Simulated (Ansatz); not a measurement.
NaLaMnMoO6:

```xyz
10
Lattice="4.9778 -2.8815 0.0205 4.9778 2.8815 0.0205 -3.0609 0.0000 4.5979" Properties=species:S:1:pos:R:3 pbc="T T T"
Na    8.3737    0.0000    2.3395
La    5.0845    0.0000    3.6552
Mn    1.8841    0.0000    0.9212
Mo    1.9122    0.0000    4.6056
O     1.1411    0.0000    2.8354
O     3.0790    1.4392    4.0538
O     3.6709    1.2699    0.7230
O     3.6709   -1.2699    0.7230
O     3.0790   -1.4392    4.0538
O     6.0252    0.0000    1.6038
```

The cell was built by a generator and needn't be a form met in nature.

| Item | Value |
| --- | --- |
| Program | Ansatz 0.2.0 |
| Task | single point |
| Functional | PBE |
| Potentials or basis | Ansatz PAW |
| Cutoff | 420 eV (not typed: the program's choice for these potentials) |
| k mesh | 6 × 6 × 6 |
| Occupations | fermi-dirac, width 0.05 eV |
| Spin | collinear spin, ferromagnetic start |
| Starting moments | [0.0, 0.0, 4.0, 1.0, 0.0, 0.0, 0.0, 0.0, 0.0, 0.0] μB |

On this cell: pressure 0.0 GPa; largest force 0.005 eV/Å; net moment 5.00 μB per cell; site moments Na +0.00; La +0.01; Mn +3.91; Mo +0.09; O +0.02, +0.03, +0.05 μB; band gap on the k mesh 0.90 eV, indirect (least direct gap 0.98 eV).

The same run follows on a disturbed copy (atoms moved at random, drawn with an rms of 0.05 Å):

```
Na La Mn Mo O
1.0
     4.97775   -2.88146    0.02055
     4.97775    2.88146    0.02055
    -3.06086    0.00000    4.59785
Na La Mn Mo O
1 1 1 1 6
Direct
  0.98824 0.99914 0.49268
  0.75341 0.74787 0.79261
  0.24498 0.24694 0.19420
  0.50265 0.50155 0.00345
  0.30448 0.30242 0.61157
  0.32928 0.82732 0.88100
  0.19641 0.63271 0.15535
  0.62916 0.19121 0.14548
  0.82926 0.33260 0.87989
  0.71185 0.71762 0.34245
```

What changes?

The energy moves by +5.8 meV/atom; pressure 0.1 GPa; largest force 0.633 eV/Å; net moment 5.00 μB per cell; site moments Na +0.00; La +0.01; Mn +3.89; Mo +0.10; O +0.03, +0.02, +0.04 μB; band gap on the k mesh 0.85 eV, indirect (least direct gap 0.92 eV).

Forces on the atoms (eV/Å):
```
Na  -0.027 -0.133  0.246
La   0.410  0.068 -0.293
Mn   0.103 -0.025  0.234
Mo  -0.532  0.156 -0.304
O    0.111  0.060  0.276
O    0.044  0.267 -0.277
O    0.163  0.049  0.023
O    0.213 -0.082  0.188
O   -0.039 -0.208 -0.148
O   -0.446 -0.152  0.055
```

Stress tensor (GPa, compression positive):
```
 0.28  0.26 -0.47
 0.26  0.75 -0.15
-0.47 -0.15 -0.74
```

Caveats: spin-orbit coupling is left out, which moves the levels of the heavy elements; a cell with one magnetic atom can't hold antiferromagnetic order, which such compounds often take.

A k mesh can miss the band edges.
